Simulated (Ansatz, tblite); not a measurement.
# 2x2x4 LiBr rock-salt block (Li₈Br₈): a ladder of methods and basis sets

The task here is to estimate one member of a computed series from the others.

The runs use Ansatz 0.2.0, Gaussian basis; as each input shows.

Levels to be run: GFN1-xTB, GFN2-xTB, PBE-D4/def2-SVP, r2SCAN-D4/def2-SVP, HF/6-31G, B3LYP-D4/6-31G.

10 further runs of the same task are left out: 9 that didn't finish, 1 set aside as unsound or not needed.

### The geometry

The singlet was relaxed beforehand with PBE-D4/def2-SVP.

16 atoms, charge 0, spin multiplicity 1.

Bond lengths: Li1–Br2 2.478 Å, Li1–Br5 2.468 Å, Li1–Br9 2.468 Å, Br2–Li3 2.550 Å, Br2–Li6 2.641 Å, Br2–Li10 2.641 Å, Li3–Br4 2.540 Å, Li3–Br7 2.641 Å, Li3–Br11 2.641 Å, Br4–Li8 2.468 Å, Br4–Li12 2.468 Å, Br5–Li6 2.540 Å, Br5–Li13 2.468 Å, Li6–Br7 2.550 Å, Li6–Br14 2.641 Å, Br7–Li8 2.478 Å, Br7–Li15 2.641 Å, Li8–Br16 2.468 Å and more. Angles: Br2–Li1–Br5 103.5°, Br2–Li1–Br9 103.5°, Br5–Li1–Br9 105.9°, Li1–Br2–Li3 154.1°, Li1–Br2–Li6 76.3°, Li1–Br2–Li10 76.3°, Li3–Br2–Li6 83.2°, Li3–Br2–Li10 83.2°, Li6–Br2–Li10 74.7°, Br2–Li3–Br4 160.4°, Br2–Li3–Br7 94.7°, Br2–Li3–Br11 94.7°, Br4–Li3–Br7 97.1°, Br4–Li3–Br11 97.1°, Br7–Li3–Br11 105.2°, Li3–Br4–Li8 78.4°, Li3–Br4–Li12 78.4°, Li8–Br4–Li12 73.2° and more.

Coordinates:

```mol
Br8Li8
  3D, bonds by distance, orders not assigned

 16 28  0  0  0  0  0  0  0  0999 V2000
   -1.0451   -1.0391   -3.5994 Li  0  0
   -1.4872   -1.4808   -1.2010 Br  0  0
   -1.1334   -1.1303    1.2998 Li  0  0
   -1.3924   -1.3906    3.8127 Br  0  0
   -1.3937    1.3952   -3.8106 Br  0  0
   -1.1317    1.1345   -1.2980 Li  0  0
   -1.4800    1.4861    1.2034 Br  0  0
   -1.0358    1.0426    3.6011 Li  0  0
    1.3878   -1.3960   -3.8122 Br  0  0
    1.1293   -1.1344   -1.2995 Li  0  0
    1.4818   -1.4860    1.2011 Br  0  0
    1.0418   -1.0421    3.5995 Li  0  0
    1.0395    1.0384   -3.6012 Li  0  0
    1.4849    1.4810   -1.2036 Br  0  0
    1.1354    1.1306    1.2977 Li  0  0
    1.3988    1.3910    3.8102 Br  0  0
  1  2  8  0
  1  5  8  0
  1  9  8  0
  2  3  8  0
  2  6  8  0
  2 10  8  0
  3  4  8  0
  3  7  8  0
  3 11  8  0
  4  8  8  0
  4 12  8  0
  5  6  8  0
  5 13  8  0
  6  7  8  0
  6 14  8  0
  7  8  8  0
  7 15  8  0
  8 16  8  0
  9 10  8  0
  9 13  8  0
 10 11  8  0
 10 14  8  0
 11 12  8  0
 11 15  8  0
 12 16  8  0
 13 14  8  0
 14 15  8  0
 15 16  8  0
M  END
```

PBE0-D4/def2-SVP was run before; its log isn't repeated, and its numbers join the tables.

Set-up of the first run:

Tight binding, by tblite at 300 K electronic temperature and without a spin-polarisation term:

```python
tblite.interface.Calculator('GFN1-xTB', numbers, positions, charge=0, uhf=0).singlepoint()
```

Tight binding, by tblite at 300 K electronic temperature and without a spin-polarisation term:

```python
tblite.interface.Calculator('GFN2-xTB', numbers, positions, charge=0, uhf=0).singlepoint()
```

start.molden holds the orbitals of an earlier run on this state, given as this run's starting guess.

Contents of in.yaml:

```yaml
crystal:
  periodic: [false, false, false]
  atoms:
    - {symbol: Li, position_ang: [-1.045118, -1.039142, -3.599424]}
    - {symbol: Br, position_ang: [-1.487160, -1.480788, -1.200989]}
    - {symbol: Li, position_ang: [-1.133432, -1.130337, 1.299772]}
    - {symbol: Br, position_ang: [-1.392374, -1.390563, 3.812715]}
    - {symbol: Br, position_ang: [-1.393734, 1.395164, -3.810630]}
    - {symbol: Li, position_ang: [-1.131740, 1.134512, -1.297997]}
    - {symbol: Br, position_ang: [-1.479968, 1.486063, 1.203444]}
    - {symbol: Li, position_ang: [-1.035784, 1.042573, 3.601134]}
    - {symbol: Br, position_ang: [1.387838, -1.395980, -3.812232]}
    - {symbol: Li, position_ang: [1.129343, -1.134360, -1.299524]}
    - {symbol: Br, position_ang: [1.481770, -1.485963, 1.201106]}
    - {symbol: Li, position_ang: [1.041768, -1.042144, 3.599509]}
    - {symbol: Li, position_ang: [1.039547, 1.038380, -3.601240]}
    - {symbol: Br, position_ang: [1.484854, 1.480972, -1.203593]}
    - {symbol: Li, position_ang: [1.135422, 1.130649, 1.297736]}
    - {symbol: Br, position_ang: [1.398756, 1.390965, 3.810195]}
basis:
  gaussian: {orbitals: def2-SVP, initial_orbitals: start.molden}
hamiltonian: {xc: pbe, dispersion: d4}
scf: {omitted_lower_state_checks: [starts]}
output: {orbitals: {seedname: orbitals}}
```

Run with:

```console
$ ansatz run in.yaml --threads 4 --pin off --events-out ev --progress --plain --max-ram 6963MiB
```

Steps of the session up to this table: PBE-D4/def2-SVP; r2SCAN-D4/def2-SVP; HF/6-31G; B3LYP-D4/6-31G.

One of the session's tables, all rows but one given; the rest of the session is left out.

It belongs to the step «Binding energy». 

```
             level  binding an atom (eV)
          HF/6-31G                 2.295
   PBE-D4/def2-SVP                 3.058
r2SCAN-D4/def2-SVP                 3.100
    B3LYP-D4/6-31G                 2.881
  PBE0-D4/def2-SVP                     ?
```

**Question.** Estimate the row for PBE0-D4/def2-SVP.

The run gave: binding an atom (eV): 3.053. In the column «binding an atom (eV)» it lies between B3LYP-D4/6-31G (2.881) and PBE-D4/def2-SVP (3.058).

To keep in mind: Free atoms were run apart at each level; binding is atoms less cluster, divided by the number of atoms, without zero-point or spin-orbit terms.
